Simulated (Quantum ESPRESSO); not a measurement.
A Quantum ESPRESSO 7.5 run (rev-vdW-DF2) on a crystal of composition Al2Cl lists these optical modes at the zone centre:

| symmetry | cm⁻¹ | components | active in |
| --- | --- | --- | --- |
| T1u | 144i | 3 | IR |
| T2g | 46i | 3 | Raman |

Q: How many atoms does the primitive cell hold, does the crystal have a centre of inversion, and what is its point group?

A: 6 optical and 3 acoustic modes make 3 atoms. The labels g and u show a centre of inversion, so no mode is both infrared and Raman active. The point group is m-3m (space group Fm-3m, No. 225).

The cell:

```yaml
crystal:
  lattice:
    - [0.00000, 3.48304, 3.48304]
    - [3.48304, 0.00000, 3.48304]
    - [3.48304, 3.48304, 0.00000]
  atoms:
    - { symbol: Al, position: [0.25000, 0.25000, 0.25000] }
    - { symbol: Al, position: [0.75000, 0.75000, 0.75000] }
    - { symbol: Cl, position: [0.00000, 0.00000, 0.00000] }
```

Caveat: the mesh is thin for the phonons of a metal; some modes are imaginary; an odd number of electrons without spin polarisation forces a metal; a magnetic or distorted state may lie lower.
